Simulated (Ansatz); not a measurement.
# NaWO3: the cost of one run

Method: DFT PBEsol, scalar-relativistic, plane waves, PAW, in Ansatz 0.2.0.

## 1. The starting structure

It takes space group Pm-3m (No. 221, cubic). The conventional cell has a = 3.850 Å, b = 3.850 Å, c = 3.850 Å, α = 90.00°, β = 90.00°, γ = 90.00°. Na (site symmetry m-3m) has 12 O at 2.72 Å in its first shell of neighbours. Around W (site symmetry m-3m) lie 6 O at 1.93 Å. Around O (site symmetry 4/mmm) lie 2 W at 1.93 Å and 4 Na at 2.72 Å.

Structure file:

```cif
data_structure
_symmetry_space_group_name_H-M 'Pm-3m'
_symmetry_Int_Tables_number 221
_cell_length_a 3.8500
_cell_length_b 3.8500
_cell_length_c 3.8500
_cell_angle_alpha 90.000
_cell_angle_beta 90.000
_cell_angle_gamma 90.000
_cell_volume 57.07
loop_
_atom_site_label
_atom_site_type_symbol
_atom_site_symmetry_multiplicity
_atom_site_Wyckoff_symbol
_atom_site_fract_x
_atom_site_fract_y
_atom_site_fract_z
_atom_site_occupancy
Na1 Na 1 a 0.00000 0.00000 0.00000 1
W1 W 1 b 0.50000 0.50000 0.50000 1
O1 O 3 c 0.50000 0.50000 0.00000 1
```

No relaxation comes first: the listed cell is the starting point.

## 2. The reference cell

The reference gives a free energy of -13418.2061 eV, pressure 4.50 GPa, largest force 0.000 eV/Å and gap on the mesh none (metal). It was computed beforehand with the settings of the runs below.

## 3. Setting up one atom moved over a plane

Atom 2 (W) is moved by p along (1.000, 0.000, 0.000) and q along (0.000, 0.000, 1.000) (Å), all else fixed; its images in the other cells move with it. Points alike by symmetry are run once.

## 4. At p = -0.600, q = -0.600

File input.yaml:

```yaml
crystal:
  lattice:
    - [3.85, 0.0, 0.0]
    - [0.0, 3.85, 0.0]
    - [0.0, 0.0, 3.85]
  atoms:
    - { symbol: Na, position: [0.0, 0.0, 0.0] }
    - { symbol: W, position: [0.3441558442, 0.5, 0.3441558442] }
    - { symbol: O, position: [0.5, 0.5, 0.0] }
    - { symbol: O, position: [0.0, 0.5, 0.5] }
    - { symbol: O, position: [0.5, 0.0, 0.5] }
basis:
  ecutwfc: 420
kpoints:
  mp_grid: { grid: [12, 12, 12] }
hamiltonian:
  xc: pbesol
scf:
  occupations: { method: gaussian, width: 0.15 }
output:
  forces: true
  stress: true
  eigenvalues: true
```

On the command line:

```sh
$ ansatz run input.yaml --threads 1 --pin off --max-ram 2560MiB --backend cpu --events-out ev --progress --plain --runs-dir out
```

Q: Estimate wall time and peak memory on 1 thread of Intel Xeon 6975P-C (Granite Rapids), shared host.

About 25 s, with a peak of 0.71 GiB.
